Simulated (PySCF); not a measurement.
# TcO₃: doublet, from a trigonal planar start

The task is one start of a wider search on TcO₃: the doublet, from a trigonal planar start. It is relaxed, tested by its Hessian and followed downhill if it is a saddle.

Computed with PySCF 2.14.0. Level: B3LYP, basis Tc def2-SVP with ECP28, O def2-SVP, scalar-relativistic core potentials, no spin–orbit coupling, density fitting.

## 1. The system as given

4 atoms, charge 0, spin multiplicity 2.

Bond lengths: Tc1–O2 1.770 Å, Tc1–O3 1.770 Å, Tc1–O4 1.770 Å. Angles: O2–Tc1–O3 120.0°, O2–Tc1–O4 120.0°, O3–Tc1–O4 120.0°.

```xyz
4
charge 0 multiplicity 2
Tc    0.0000    0.0000    0.0000
O     1.7700    0.0000    0.0000
O    -0.8850    1.5329    0.0000
O    -0.8850   -1.5329    0.0000
```

## 2. Trigonal planar start, doublet: relaxation

One driver script runs all steps and calls PySCF; scf.py shows how it sets up the SCF of each step. The optimiser is the driver's own. Before each start the driver seeks the lowest SCF state from one or more starting densities and follows internal instabilities, so scf.py alone need not reach the same state.

The program finds D3h symmetry in the start, which this walk keeps. Threshold on the gradient: 0.0003 Eh/bohr, with a further test on the energy change.

File scf.py:

```python
from pyscf import gto, scf, dft
mol = gto.M(atom='''
Tc     0.000000    -0.000000    -0.000000
O      1.770020    -0.000018    -0.000000
O     -0.884995     1.532891    -0.000000
O     -0.885025    -1.532874     0.000000''',
    basis={'Tc': 'def2-SVP', 'O': 'def2-SVP'},
    ecp={'Tc': 'def2-SVP'},
    charge=0, spin=1)
mf = dft.UKS(mol, xc='B3LYP')
mf.grids.atom_grid = (50, 194)
aux = {'Tc': 'def2-universal-JKFIT', 'O': 'def2-universal-JKFIT'}
mf = mf.density_fit(auxbasis=aux)
mf.kernel()
```

The runs that follow: Hessian and properties; Downhill along the imaginary mode; Is it a minimum? Harmonic modes.

Q: Predict the outcome of this session. Wanted: minimum; geometry; wavenumbers; dipole moment; highest occupied, lowest empty level; polar-tensor charge of Tc1; zero-point energy; atomisation energy; ⟨S²⟩.

The runs gave:

| quantity | value |
| --- | --- |
| minimum | doublet, C3v |
| geometry | Tc–O 1.682 Å (×3); O–Tc–O 115.7° (×3) |
| wavenumbers (cm⁻¹) | 178 (a1), 325 (e), 1008 (e), 1010 (a1) |
| dipole moment | 1.85 D |
| highest occupied, lowest empty level (either spin) | -8.30, -5.26 eV |
| polar-tensor charge of Tc1 | +1.75 e |
| zero-point energy | 23.1 kJ/mol |
| entropy at 298.15 K | 293.4 J/(mol K) |
| atomisation energy (no zero-point energy) | 1636 kJ/mol |
| ⟨S²⟩ | 0.754 |

**Reading.** From D3h at the start the molecule goes to a C3v minimum, after a stop at a saddle point 6.0 kJ/mol higher, from which it was pushed off along an imaginary mode. In the infrared the band at 1008 cm⁻¹ (e, stretch) leads. Most of the spin sits on Tc1 (Mulliken spin 0.95, against 1 for the whole molecule). Other starts or spin states, not run here, may lie lower. One determinant may miss the lowest occupation of an open d or f shell.
